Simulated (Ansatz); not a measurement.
CuI, space group F-43m, a Hubbard U by linear response

With the Ansatz DFT code, driven from Python.

Typed at the interpreter:
```pycon
>>> import ansatz as az
>>> system = (
...     az.Lattice.of([0.0, 3.0315, 3.0315], [3.0315, 0.0, 3.0315], [3.0315, 3.0315, 0.0])
...     .atom("Cu", [0.25, 0.25, 0.25])
...     .atom("I", [0.0, 0.0, 0.0])
... )
>>> [site.symbol for site in system.resolved().sites]
['Cu', 'I']
>>> job = (
...     system.calculation()
...     .functional("LDA")
...     .basis(34 * az.Ry)
...     .kpoints(mesh=(5, 5, 5))
...     .occupations("fixed")
...     .hubbard("Cu", "d", u_eff="linear-response")
...     .band_table()
... )
>>> found = []
>>> def keep(event):
...     if event["event"] == "lr_u_result":
...         found.append(event["data"])
...
>>> result = job.session().plan().execute(on_event=keep)

>>> r = result.report
>>> r["converged"], r["free_energy_ev"]
(True, -13911.275503917721)
>>> for orbit in found[-1]["orbits"]:
...     print(f"sites {orbit['sites']}: n0 = {orbit['n0']:.3f}, chi0 = {orbit['chi0_per_ev']:.4f}/eV, chi = {orbit['chi_per_ev']:.4f}/eV, U = {orbit['u_ev']:.2f} eV")
...
sites [0]: n0 = 9.918, chi0 = -0.0231/eV, chi = -0.0158/eV, U = 20.08 eV
>>> print("cycles:", found[-1]["n_cycles"], " band edges:", r.get("band_edges_ev"))
cycles: 1  band edges: [6.307730483835409, 8.806296161105042]
```

Reading the output:
- Absolute energies stand on the zero of these potentials, so only differences at equal settings mean something. A total without «per atom» is that of the cell as typed.
- Spin is left out of this run.
- Of the deposited cell: the entry's cell lengths or inner coordinates differ somewhat from later room-temperature determinations.
- The starting cell is as deposited in a crystallographic database; the results hold for this polymorph, which needn't be the stable one.
- Gaps and levels are Kohn-Sham values on a finite set of k-points, without spin-orbit coupling.
- The computed U depends on the projectors, on the cell (the perturbed atoms see their images) and on the spin treatment typed in the script; a run with no .spin step is spin-unpolarised.
- It ran for 7.6 s on 1 thread of Arm Neoverse V2, on a shared host, peak memory 0.37 GiB.

(Lines on the test bed's own set-up are left out of the output.)
